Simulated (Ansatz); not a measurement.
# HF/3-21G run of SnGeH6 (SMILES [GeH3][SnH3])

What is the energy change on altering one bond length of SnGeH6 at HF/3-21G? 

Program for the calculation: Ansatz 0.2.0.

41 further runs of the same task are left out: 41 set aside as unsound or not needed.

## Step 1: Starting point

The species is SnGeH6 (8 atoms), meant as a singlet with charge 0. SMILES: `[GeH3][SnH3]`. The shape is that of a PBE0-D4/def2-TZVP optimisation.

Bond lengths: Ge1–Sn2 2.595 Å, Ge1–H3 1.538 Å, Ge1–H4 1.538 Å, Ge1–H5 1.538 Å, Sn2–H6 1.707 Å, Sn2–H7 1.707 Å, Sn2–H8 1.707 Å. Some angles: Ge1–Sn2–H6 110.4°, Ge1–Sn2–H7 110.5°, Ge1–Sn2–H8 110.4°, Sn2–Ge1–H3 110.4°, Sn2–Ge1–H4 110.4°, Sn2–Ge1–H5 110.4°, H6–Sn2–H7 108.5°, H6–Sn2–H8 108.5°, H7–Sn2–H8 108.5°, H3–Ge1–H4 108.5°.

## Step 2: The energy at HF/3-21G

job.yaml reads:

```yaml
crystal:
  periodic: [false, false, false]
  atoms:
    - {symbol: Ge, position_ang: [-0.754100, 0.285800, -1.041300]}
    - {symbol: Sn, position_ang: [0.751500, -0.290300, 0.992300]}
    - {symbol: H, position_ang: [-1.830800, 1.307300, -0.639500]}
    - {symbol: H, position_ang: [-1.453400, -0.978600, -1.567000]}
    - {symbol: H, position_ang: [0.087500, 0.886500, -2.179300]}
    - {symbol: H, position_ang: [-0.187600, -0.932800, 2.265200]}
    - {symbol: H, position_ang: [1.931000, -1.444200, 0.553800]}
    - {symbol: H, position_ang: [1.547900, 1.109100, 1.560100]}
basis:
  gaussian: {orbitals: 3-21G-spherical.json}
total_charge: 0
hamiltonian: {xc: hf}
accuracy: high
output: {orbitals: {seedname: orbitals}}
```

The basis set 3-21G is read from a file made from the Basis Set Exchange's data (not shown).

Started as:

```sh
ansatz run job.yaml --threads 1 --pin off --max-ram 3480MiB --events-out events.jsonl --progress --plain --runs-dir runs
```

Standard output:

```text
Warning: RAYON_NUM_THREADS=1 ignored (pool sized by the plan → 1); use --threads N
Functional definition: HF
  name "HF"
  exchange = exact_x
  correlation = 0
1253 factors; integrals over basis functions are off by at most 2.1e-8 eV
mean field evaluation 1: about -219460.5127 eV, gradient 9.3e0 eV
mean field evaluation 2: about -219460.5527 eV, gradient 9.3e0 eV
mean field evaluation 4: about -219461.0487 eV, gradient 2.9e-1 eV
mean field evaluation 8: about -219461.0469 eV, gradient 4.7e-4 eV
mean field -219461.04687828 eV, -8065.0447167366 hartree, gradient 2.0e-8 eV, S^2 0.000000; 0 other end points of the search recorded, 0 dependent functions left out
reference -219461.04687828 eV, -8065.0447167366 hartree; 44, 44 occupied and 21, 21 virtual orbitals, 1253 factors
Total energy: -219461.04687828 eV, -8065.0447167366 hartree
```

It took 1.3 s on 1 thread of Arm Neoverse V2, shared host; peak memory 0.18 GiB.

## Step 3: The distorted shape, same level

molecule.yaml reads:

```yaml
crystal:
  periodic: [false, false, false]
  atoms:
    - symbol: Ge
      position_ang: [-1.006600, 0.105576, -0.699873]
    - symbol: Sn
      position_ang: [0.499000, -0.470524, 1.333727]
    - symbol: H
      position_ang: [-2.083300, 1.127076, -0.298073]
    - symbol: H
      position_ang: [-1.705900, -1.158824, -1.225573]
    - symbol: H
      position_ang: [0.087500, 0.886500, -2.179300]
    - symbol: H
      position_ang: [-0.440100, -1.113024, 2.606627]
    - symbol: H
      position_ang: [1.678500, -1.624424, 0.895227]
    - symbol: H
      position_ang: [1.295400, 0.928876, 1.901527]
basis:
  gaussian: {orbitals: 3-21G-spherical.json}
total_charge: 0
hamiltonian: {xc: hf}
accuracy: high
output: {orbitals: {seedname: orbitals}}
```

The basis set 3-21G is read from a file made from the Basis Set Exchange's data (not shown).

Started as:

```sh
ansatz run molecule.yaml --threads 1 --pin off --max-ram 3480MiB --events-out events.jsonl --progress --plain --runs-dir runs
```

Standard output:

```text
Warning: RAYON_NUM_THREADS=1 ignored (pool sized by the plan → 1); use --threads N
Functional definition: HF
  name "HF"
  exchange = exact_x
  correlation = 0
1251 factors; integrals over basis functions are off by at most 2.4e-8 eV
mean field evaluation 1: about -219459.4848 eV, gradient 9.3e0 eV
mean field evaluation 2: about -219459.5230 eV, gradient 9.3e0 eV
mean field evaluation 4: about -219460.0334 eV, gradient 4.0e-1 eV
mean field evaluation 8: about -219460.0334 eV, gradient 1.2e-6 eV
mean field -219460.03344463 eV, -8065.0074737368 hartree, gradient 2.5e-8 eV, S^2 0.000000; 0 other end points of the search recorded, 0 dependent functions left out
reference -219460.03344463 eV, -8065.0074737368 hartree; 44, 44 occupied and 21, 21 virtual orbitals, 1251 factors
Total energy: -219460.03344463 eV, -8065.0074737368 hartree
```

It took 1.3 s on 1 thread of Arm Neoverse V2, shared host; peak memory 0.18 GiB.

## Step 4: Summary of results

At HF/3-21G:

| quantity | value |
| --- | --- |
| first shape: total energy | -8065.04472 Eh |
| first shape: HOMO energy | -10.25 eV |
| first shape: LUMO energy | 3.18 eV |
| first shape: HOMO–LUMO gap | 13.42 eV |
| distorted shape: total energy | -8065.00747 Eh |
| distorted shape: HOMO energy | -10.20 eV |
| distorted shape: LUMO energy | 2.47 eV |
| distorted shape: HOMO–LUMO gap | 12.67 eV |
| energy change with the Ge1–H5 bond stretched from 1.538 to 1.999 Å | 1.013 eV |

With the Ge1–H5 bond stretched from 1.538 to 1.999 Å the energy rises by 1.01 eV (98 kJ/mol). The first shape isn't relaxed at this level, so the change isn't measured from a minimum. Relativity is left out (first shape) although the molecule holds a heavy atom. Relativity is left out (distorted shape) although the molecule holds a heavy atom.
